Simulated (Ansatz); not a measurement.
# Mn2CuN2 (C2/m) in Ansatz: equation of state

How stiff is Mn2CuN2 in PBE, and what volume does it want? The cell is scaled to several volumes.

Program: Ansatz 0.2.0. These are calculated values, not measurements. Logs are shortened: lines on timing, memory, paths and dates and some standing lists are left out, and cuts for length are marked.

### Step 1. The structure

The structure is monoclinic, space group C2/m (No. 12). The conventional cell has a = 5.596 Å, b = 3.216 Å, c = 6.371 Å, α = 90.00°, β = 107.16°, γ = 90.00°. Cu (site symmetry 2/m) has 2 N at 1.90 Å as nearest neighbours. Mn (site symmetry m) has 4 N at 1.88 to 2.00 Å as nearest neighbours. Around N (site symmetry m) lie 4 Mn at 1.88 to 2.00 Å and 1 Cu at 1.90 Å.

The cell comes from a database or a generator and needn't be the stable form of this composition.

### Step 2. Single point, PBE, collinear spin, ferromagnetic start, 10.30 Å³/atom (volume scaled by 0.94)

input.yaml

```yaml
crystal:
  lattice:
    - [2.7409552462, -1.574931217, 0.0]
    - [2.7409552462, 1.574931217, 0.0]
    - [-1.8419713853, 0.0, 5.9633645168]
  atoms:
    - { symbol: Cu, position: [0.5, 0.5, 0.5], spin: 0.6 }
    - { symbol: Mn, position: [0.2864405, 0.2864405, 0.859609], spin: 4.0 }
    - { symbol: Mn, position: [0.7135595, 0.7135595, 0.140391], spin: 4.0 }
    - { symbol: "N", position: [0.3969375, 0.3969375, 0.187738] }
    - { symbol: "N", position: [0.6030625, 0.6030625, 0.812262] }
hamiltonian:
  xc: pbe
  pseudopotentials: { kind: paw }
magnetization:
  spin_polarized: true
kpoints:
  mp_grid: { grid: [10, 10, 5] }
scf:
  occupations: { method: fermi_dirac, width: 0.05 }
output:
  forces: true
  stress: true
  eigenvalues: true
  write_density: true
  write_potential: true
  elf: true
  volumetric_format: npy
```

Potentials or basis: Ansatz PAW.

Started as:

```sh
ansatz run input.yaml --threads 2 --pin off --max-ram 5120MiB --backend cpu --events-out ev --progress --plain --runs-dir out
```

Output:

```text
Warning: RAYON_NUM_THREADS=2 ignored (pool sized by the plan → 2); use --threads N
Engine: ansatz 0.2.0, aarch64-unknown-linux-gnu
Pseudopotentials: kind: paw
Pseudopotential: Cu, paw, valence charge 19, recommended cutoff 420 eV (normal), Cu.paw.azcp
Pseudopotential: Mn, paw, valence charge 15, recommended cutoff 420 eV (normal), Mn.paw.azcp
Pseudopotential: N, paw, valence charge 5, recommended cutoff 420 eV (normal), N.paw.azcp
Functional definition: PBE
  parameter kappa = 0.804
  parameter beta = 0.06672455060314922
  exchange = pbe_x(kappa = kappa, mu = beta*pi^2/3)
  correlation = pbe_c(beta = beta)
Crystal: 5 atoms, lattice volume = 51.485 Å³
Basis set: ecut = 420 eV, 997 PW (Γ), exchange–correlation on 48×48×90 points (8 copies of the dense FFT grid, shifted against one another)
Bands: 41, of which v1, the nominal top of the filled ones, is band 30 counted from 1 (29 counted from 0)
Symmetry: 4 space group operations
Space group: C2/m (ITA 12), of the structure as read, at distance tolerance 3.7e-5 Å
Magnetic group: BNS 12.58 (UNI 65), of the structure as read, at distance tolerance 3.7e-5 Å
k-points: 141 of 500
Non-local potential: Cu, projectors of the file, l = 0: 3, l = 1: 2, l = 2: 3, l = 3: 1
Non-local potential: Mn, projectors of the file, l = 0: 3, l = 1: 2, l = 2: 3, l = 3: 1
Non-local potential: N, projectors of the file, l = 0: 2, l = 1: 2, l = 2: 1
PAW form: soft (Blöchl's): semilocal exchange-correlation on the pseudo side does not see the compensation charge
PAW one-centre angular grid: Cu, 590 points (default); XC on 64 Gauss nodes
PAW one-centre angular grid: Mn, 590 points (default); XC on 64 Gauss nodes
PAW one-centre angular grid: N, 110 points (default); XC on 64 Gauss nodes
Initial density: superposition of atomic densities (chi_scale 0.1, normalization cell, long waves kept (reshape's long-wave potential 0.30 eV rms))
Starting moments: Σ|m| = 8.6 μB on 3 of 5 sites
Initial wavefunctions: pseudopotential atomic-orbital guess
Functional: x = pbe(κ = 0.804, μ = 0.2195149727645171), c = pbe(β = 0.06672455060314922)
SCF iter   1: F=—  HF=-15193.382310 eV  |F-HF|=—  |Δ(HF+E_count)|=         —  Δρ=4.40e-1 (↑4.11e-1 ↓4.40e-1)  dr2=4.17e2  dr2_m=2.76e0  M=5.146 μB ∫|m|=5.360 μB  β_m=0.30  ethr=3.10e-3  ⟨swp⟩=6.0  Hψ=40480  notcnv=0  defer=6
[... 16 lines left out ...]
SCF iter  15: F=—  HF=-15191.104072 eV  |F-HF|=—  |Δ(HF+E_count)|=   1.77e-7  Δρ=3.32e-5 (↑3.19e-5 ↓3.32e-5)  dr2=1.61e-6  dr2_m=6.16e-9  M=2.568 μB ∫|m|=2.825 μB  β_m=0.90  ethr=6.43e-10  ⟨swp⟩=2.0  Hψ=19903  notcnv=0  defer=951
SCF iter  16: F=—  HF=-15191.104072 eV  |F-HF|=—  |Δ(HF+E_count)|=   2.29e-7  Δρ=3.57e-6 (↑2.78e-6 ↓3.57e-6)  dr2=1.85e-8  dr2_m=1.73e-10  M=2.568 μB ∫|m|=2.825 μB  β_m=0.88  ethr=6.43e-10  ⟨swp⟩=2.0  Hψ=19317  notcnv=0  defer=951
SCF iter  17: F=-15191.104072 eV  HF=-15191.104072 eV  |F-HF|=3.20e-10  |Δ(HF+E_count)|=  3.09e-10  Δρ=8.08e-7 (↑5.79e-7 ↓8.08e-7)  dr2=9.58e-10  dr2_m=1.79e-11  M=2.568 μB ∫|m|=2.825 μB  ethr=3.13e-11  ⟨swp⟩=11.6  Hψ=74809  notcnv=0
SCF 1 converged in 17 iterations: F = -15191.104072 eV  dr2 = 9.58e-10
SCF converged after 17 iterations
Magnetization: 2.5679 μB (30.7840 up, 28.2160 down)
Absolute magnetization: 2.8323 μB (∫|ρ↑−ρ↓|, with the PAW one-centre terms)
Spin contamination: 0.0428 ħ² per cell (⟨S²⟩ above its minimum at these occupations)
Per-site moments (μB) at R_I (Å): [(0.036772153171907386, 0.7681410234182428), (1.0967377394477054, 0.760914783458094), (1.0967377394477058, 0.7609147834580942), (-0.05007884915973044, 0.7609147834580942), (-0.05007884915973052, 0.760914783458094)]
Free energy (F): -15191.104072 eV
Harris-Foulkes:  -15191.104072 eV  (|F-HF|=3.20e-10)
Internal energy: -15191.079986 eV  (E = F + TS)
E sigma→0 (E₀):  -15191.092029 eV
Entropy (-TS):   -0.024086 eV (-4.817 meV/atom)
Fermi energy:    15.386744 eV
--- Per-component energies (eV) ---
  E_band       = -832.189249
  E_kinetic    = 1181.434440
  E_local      = -8908.223063  (includes V_loc(G=0)·N_el)
  E_nonlocal   = 963.399190
  E_hartree    = 3789.026938
  E_xc         = -439.722820
  E_vxc        = -563.146600  (∫ρ·V_xc dr)
  E_paw        = -4515.358787  (= ΣΔE_a)
  E_vpaw       = -1083.706970  (= ΣTr[D̂ρ^β])
  E_aug_tail   = 0.000334  (compensation charges beyond the density's cutoff)
  E_ewald      = -7261.636217
  E_smearing   = -0.024086  (= −TS)
  E_closure    = 0.000000  (closes the sum)
  Σ components = -15191.104072   (vs F -15191.104072, Δ=0.00e0)
--- Forces (eV/Å), atoms counted from 1 ---
  atom   1  Cu     0.00000000     0.00000000     0.00000000
  atom   2  Mn     0.00440268     0.00000000    -0.19968619
  atom   3  Mn    -0.00440268     0.00000000     0.19968619
  atom   4  N     -0.00510060     0.00000000     0.14190974
  atom   5  N      0.00510060     0.00000000    -0.14190974
  max |Σ_I F_I| component: 0.00e0 eV/Å
--- Stress (GPa, compression-positive) ---
       10.540889       0.000000      -0.005820
        0.000000      10.658051       0.000000
       -0.005820       0.000000      13.561492
  P = ⅓ Tr σ = 11.5868 GPa (115.868 kbar)
--- Band table (eV; the first three rows and the last of 282) ---
  k-point 0 ↑: bands = ["-97.7859", "-65.0755", "-64.9909", "-55.4287", "-55.0319", "-55.0309", "-34.0142", "-34.0107", "-33.8868", "-33.8842", "-33.6908", "-33.4370", "-2.3420", "-1.2451", "7.2188", "8.4330", "8.4541", "8.5638", "8.5806", "8.9879", "10.4846", "11.9314", "11.9383", "12.3357", "12.3417", "13.5162", "13.5339", "13.8855", "14.7747", "14.7807", "17.1458", "17.9722", "18.5179", "18.5543", "18.5577", "18.5897", "21.0500", "21.5828", "27.7953", "27.8924", "28.6664"]
  k-point 1 ↑: bands = ["-97.7859", "-65.0755", "-64.9908", "-55.4287", "-55.0319", "-55.0309", "-34.0142", "-34.0107", "-33.8868", "-33.8842", "-33.6907", "-33.4371", "-2.2798", "-1.3266", "7.2687", "8.3566", "8.3769", "8.6404", "8.6577", "8.9015", "10.5918", "12.0126", "12.0207", "12.3283", "12.3339", "13.3918", "13.4090", "13.9073", "14.8066", "14.8127", "17.1052", "18.1599", "18.4396", "18.4714", "18.6593", "18.6947", "20.1052", "22.3882", "26.3026", "28.4895", "28.5470"]
  k-point 2 ↑: bands = ["-97.7859", "-65.0755", "-64.9908", "-55.4287", "-55.0319", "-55.0309", "-34.0141", "-34.0106", "-33.8868", "-33.8843", "-33.6906", "-33.4373", "-2.1493", "-1.4880", "7.3391", "8.2847", "8.3048", "8.7125", "8.7295", "8.8231", "10.6804", "12.1548", "12.1660", "12.3472", "12.3506", "13.1554", "13.1722", "14.0082", "14.8524", "14.8584", "17.1522", "18.3833", "18.4206", "18.4732", "18.7443", "18.7806", "19.0496", "23.2874", "25.1564", "28.5732", "28.6563"]
  k-point 140 ↓: bands = ["-97.7382", "-63.6211", "-63.5915", "-55.4031", "-54.9793", "-54.9767", "-32.6507", "-32.6036", "-32.5649", "-32.3861", "-32.3210", "-32.2768", "-1.1492", "-0.6767", "7.3885", "7.8298", "8.8841", "9.2862", "9.9365", "10.3198", "11.5902", "12.3101", "12.4438", "12.7645", "13.1284", "13.5502", "13.9580", "14.3813", "15.6790", "15.8531", "16.0283", "16.1337", "16.8938", "17.3818", "17.8058", "19.5797", "20.9794", "23.4795", "25.5132", "25.6598", "26.6354"]
```

v_z.tsv:

```text
# z_ang	v_es[eV]	v_tot_up[eV]	v_tot_dn[eV]
# format = ansatz-planar-average/11
# xc	pbe
# density_cutoff_ev	1680
# datasets	Cu=:simpson_from_first_knot:soft	Mn=:simpson_from_first_knot:soft	N=:simpson_from_first_knot:soft
# lattice	2.740955246	-1.574931217	0.000000000
# lattice	2.740955246	1.574931217	0.000000000
# lattice	-1.841971385	0.000000000	5.963364517
# sites	5
# site	29	1.819969554	0.000000000	2.981682258
# site	25	-0.013133998	0.000000000	5.126161809
# site	25	3.653073105	0.000000000	0.837202708
# site	7	1.830167822	0.000000000	1.119550128
# site	7	1.809771285	0.000000000	4.843814389
0.000000	1.071566e1	-1.529667e-1	-1.382838e-1
0.138697	9.928594e0	-1.207170e0	-1.189105e0
0.277394	8.023807e0	-3.744627e0	-3.652021e0
0.416091	5.566487e0	-7.103921e0	-6.901293e0
0.554788	2.647958e0	-1.103967e1	-1.077604e1
0.693484	-3.690948e-1	-1.493460e1	-1.463197e1
[... 37 lines left out ...]
5.963966	8.023807e0	-3.744627e0	-3.652021e0
6.102663	9.928594e0	-1.207170e0	-1.189105e0
```

Run time: 38 s. Hardware: 2 threads of Arm Neoverse V1, shared host; peak memory 0.69 GiB.

Results:

```yaml
Free_energy: -15191.1041 eV
Pressure: 11.6 GPa
Largest_force: 0.200 eV/Å
Band_gap_on_the_k_mesh: none (metal or under the smearing width)
Net_moment: 2.57 μB per cell
Absolute_moment: 2.83 μB per cell
Site_moments: Cu +0.04; Mn +1.10; N -0.05 μB
```

Caveat: the pressure holds a Pulay correction of +0.4 GPa for the finite cutoff; only a ferromagnetic start was run, and an antiferromagnetic order may lie lower in energy.

### Step 3. Single point, PBE, collinear spin, ferromagnetic start, 10.52 Å³/atom (volume scaled by 0.96)

input.yaml, as its differences from that of step 2:

```diff
@@ -2,5 +2,5 @@
   lattice:
-    - [2.7409552462, -1.574931217, 0.0]
-    - [2.7409552462, 1.574931217, 0.0]
-    - [-1.8419713853, 0.0, 5.9633645168]
+    - [2.7602583839, -1.5860226473, 0.0]
+    - [2.7602583839, 1.5860226473, 0.0]
+    - [-1.8549434422, 0.0, 6.0053614252]
   atoms:
```

Potentials or basis: Ansatz PAW.

Started as:

```sh
ansatz run input.yaml --threads 2 --pin off --max-ram 5120MiB --backend cpu --events-out ev --progress --plain --runs-dir out
```

Run time: 42 s. Hardware: 2 threads of Arm Neoverse V1, shared host; peak memory 0.7 GiB.

It converged, with:

* Free energy: -15191.1664 eV
* Pressure: 6.7 GPa
* Largest force: 0.076 eV/Å
* Band gap on the k mesh: none (metal or under the smearing width)
* Net moment: 2.71 μB per cell
* Absolute moment: 3.00 μB per cell
* Site moments: Cu +0.04; Mn +1.16; N -0.06 μB

Caveat: the pressure holds a Pulay correction of +0.4 GPa for the finite cutoff; only a ferromagnetic start was run, and an antiferromagnetic order may lie lower in energy.

### Step 4. Single point, PBE, collinear spin, ferromagnetic start, 10.74 Å³/atom (volume scaled by 0.98)

input.yaml, as its differences from that of step 3:

```diff
@@ -2,5 +2,5 @@
   lattice:
-    - [2.7602583839, -1.5860226473, 0.0]
-    - [2.7602583839, 1.5860226473, 0.0]
-    - [-1.8549434422, 0.0, 6.0053614252]
+    - [2.7792952502, -1.5969610802, 0.0]
+    - [2.7792952502, 1.5969610802, 0.0]
+    - [-1.8677365599, 0.0, 6.0467790197]
   atoms:
@@ -24,5 +24 @@
   eigenvalues: true
-  write_density: true
-  write_potential: true
-  elf: true
-  volumetric_format: npy
```

Started as:

```sh
ansatz run input.yaml --threads 2 --pin off --max-ram 5120MiB --backend cpu --events-out ev --progress --plain --runs-dir out
```

It took 36 s on 2 threads of Arm Neoverse V1, shared host; peak memory 0.71 GiB.

It converged, with:

| Property | Result |
| --- | --- |
| Free energy | -15191.1970 eV |
| Pressure | 2.3 GPa |
| Largest force | 0.038 eV/Å |
| Band gap on the k mesh | none (metal or under the smearing width) |
| Net moment | 2.83 μB per cell |
| Absolute moment | 3.15 μB per cell |
| Site moments | Cu +0.03; Mn +1.22; N -0.06 μB |

Caveat: the pressure holds a Pulay correction of +0.4 GPa for the finite cutoff; only a ferromagnetic start was run, and an antiferromagnetic order may lie lower in energy.

### Step 5. Single point, PBE, collinear spin, ferromagnetic start, 10.95 Å³/atom

input.yaml, as its differences from that of step 4:

```diff
@@ -2,5 +2,5 @@
   lattice:
-    - [2.7792952502, -1.5969610802, 0.0]
-    - [2.7792952502, 1.5969610802, 0.0]
-    - [-1.8677365599, 0.0, 6.0467790197]
+    - [2.7980748418, -1.6077516851, 0.0]
+    - [2.7980748418, 1.6077516851, 0.0]
+    - [-1.8803567843, 0.0, 6.0876368741]
   atoms:
```

Started as:

```sh
ansatz run input.yaml --threads 2 --pin off --max-ram 5120MiB --backend cpu --events-out ev --progress --plain --runs-dir out
```

Wall time 43 s (2 threads of Arm Neoverse V1, shared host); peak memory 0.72 GiB.

The run converged. Its results:

- Free energy: -15191.1991 eV
- Pressure: -1.7 GPa
- Largest force: 0.142 eV/Å
- Band gap on the k mesh: none (metal or under the smearing width)
- Net moment: 2.92 μB per cell
- Absolute moment: 3.27 μB per cell
- Site moments: Cu +0.03; Mn +1.27; N -0.07 μB

Caveat: the pressure holds a Pulay correction of +0.4 GPa for the finite cutoff; only a ferromagnetic start was run, and an antiferromagnetic order may lie lower in energy.

### Step 6. Single point, PBE, collinear spin, ferromagnetic start, 11.17 Å³/atom (volume scaled by 1.02)

input.yaml, as its differences from that of step 5:

```diff
@@ -2,5 +2,5 @@
   lattice:
-    - [2.7980748418, -1.6077516851, 0.0]
-    - [2.7980748418, 1.6077516851, 0.0]
-    - [-1.8803567843, 0.0, 6.0876368741]
+    - [2.8166056788, -1.6183993576, 0.0]
+    - [2.8166056788, 1.6183993576, 0.0]
+    - [-1.8928098412, 0.0, 6.127953525]
   atoms:
@@ -24 +24,5 @@
   eigenvalues: true
+  write_density: true
+  write_potential: true
+  elf: true
+  volumetric_format: npy
```

Potentials or basis: Ansatz PAW.

Started as:

```sh
ansatz run input.yaml --threads 2 --pin off --max-ram 5120MiB --backend cpu --events-out ev --progress --plain --runs-dir out
```

Run time: 44 s. Hardware: 2 threads of Arm Neoverse V1, shared host; peak memory 0.71 GiB.

Results (log left out):

```yaml
Free_energy: -15191.1751 eV
Pressure: -5.3 GPa
Largest_force: 0.238 eV/Å
Band_gap_on_the_k_mesh: none (metal or under the smearing width)
Net_moment: 3.00 μB per cell
Absolute_moment: 3.37 μB per cell
Site_moments: Cu +0.03; Mn +1.32; N -0.07 μB
```

Caveat: the pressure holds a Pulay correction of +0.4 GPa for the finite cutoff; only a ferromagnetic start was run, and an antiferromagnetic order may lie lower in energy.

### Step 7. Single point, PBE, collinear spin, ferromagnetic start, 11.39 Å³/atom (volume scaled by 1.04)

input.yaml, as its differences from that of step 6:

```diff
@@ -2,5 +2,5 @@
   lattice:
-    - [2.8166056788, -1.6183993576, 0.0]
-    - [2.8166056788, 1.6183993576, 0.0]
-    - [-1.8928098412, 0.0, 6.127953525]
+    - [2.8348958386, -1.6289087388, 0.0]
+    - [2.8348958386, 1.6289087388, 0.0]
+    - [-1.9051011586, 0.0, 6.167746546]
   atoms:
@@ -24,5 +24 @@
   eigenvalues: true
-  write_density: true
-  write_potential: true
-  elf: true
-  volumetric_format: npy
```

Started as:

```sh
ansatz run input.yaml --threads 2 --pin off --max-ram 5120MiB --backend cpu --events-out ev --progress --plain --runs-dir out
```

It took 40 s on 2 threads of Arm Neoverse V1, shared host; peak memory 0.73 GiB.

The run converged. Its results:

- Free energy: -15191.1276 eV
- Pressure: -8.5 GPa
- Largest force: 0.325 eV/Å
- Band gap on the k mesh: none (metal or under the smearing width)
- Net moment: 3.06 μB per cell
- Absolute moment: 3.46 μB per cell
- Site moments: Cu +0.03; Mn +1.35; N -0.08 μB

Caveat: the pressure holds a Pulay correction of +0.4 GPa for the finite cutoff; only a ferromagnetic start was run, and an antiferromagnetic order may lie lower in energy.

### Step 8. Single point, PBE, collinear spin, ferromagnetic start, 11.61 Å³/atom (volume scaled by 1.06)

input.yaml, as its differences from that of step 7:

```diff
@@ -2,5 +2,5 @@
   lattice:
-    - [2.8348958386, -1.6289087388, 0.0]
-    - [2.8348958386, 1.6289087388, 0.0]
-    - [-1.9051011586, 0.0, 6.167746546]
+    - [2.8529529868, -1.6392842334, 0.0]
+    - [2.8529529868, 1.6392842334, 0.0]
+    - [-1.917235888, 0.0, 6.2070326151]
   atoms:
```

Started as:

```sh
ansatz run input.yaml --threads 2 --pin off --max-ram 5120MiB --backend cpu --events-out ev --progress --plain --runs-dir out
```

Wall time 40 s (2 threads of Arm Neoverse V1, shared host); peak memory 0.73 GiB.

It converged, with:

* Free energy: -15191.0593 eV
* Pressure: -11.4 GPa
* Largest force: 0.402 eV/Å
* Band gap on the k mesh: none (metal or under the smearing width)
* Net moment: 3.14 μB per cell
* Absolute moment: 3.57 μB per cell
* Site moments: Cu +0.02; Mn +1.40; N -0.08 μB

Caveat: the pressure holds a Pulay correction of +0.4 GPa for the finite cutoff; only a ferromagnetic start was run, and an antiferromagnetic order may lie lower in energy.

### Step 9. Equation of state, PBE, collinear spin, ferromagnetic start

Potentials or basis: Ansatz PAW.

No new run: the results of the series are fitted here.

What came out:

- Equilibrium volume: 10.86 Å³/atom
- Bulk modulus at fixed shape and positions: 196 GPa
- Pressure derivative of the bulk modulus: 4.1

Energy against volume, from the lowest point:
| volume (Å³/atom) | energy (meV/atom) |
| --- | --- |
| 10.297 | 19.00 |
| 10.516 | 6.55 |
| 10.735 | 0.41 |
| 10.954 | 0.00 |
| 11.173 | 4.81 |
| 11.393 | 14.30 |
| 11.612 | 27.96 |

Caveat: the cell was scaled at fixed shape and fractional positions, which overstates the stiffness of a crystal with free parameters, most of all of layers and chains.
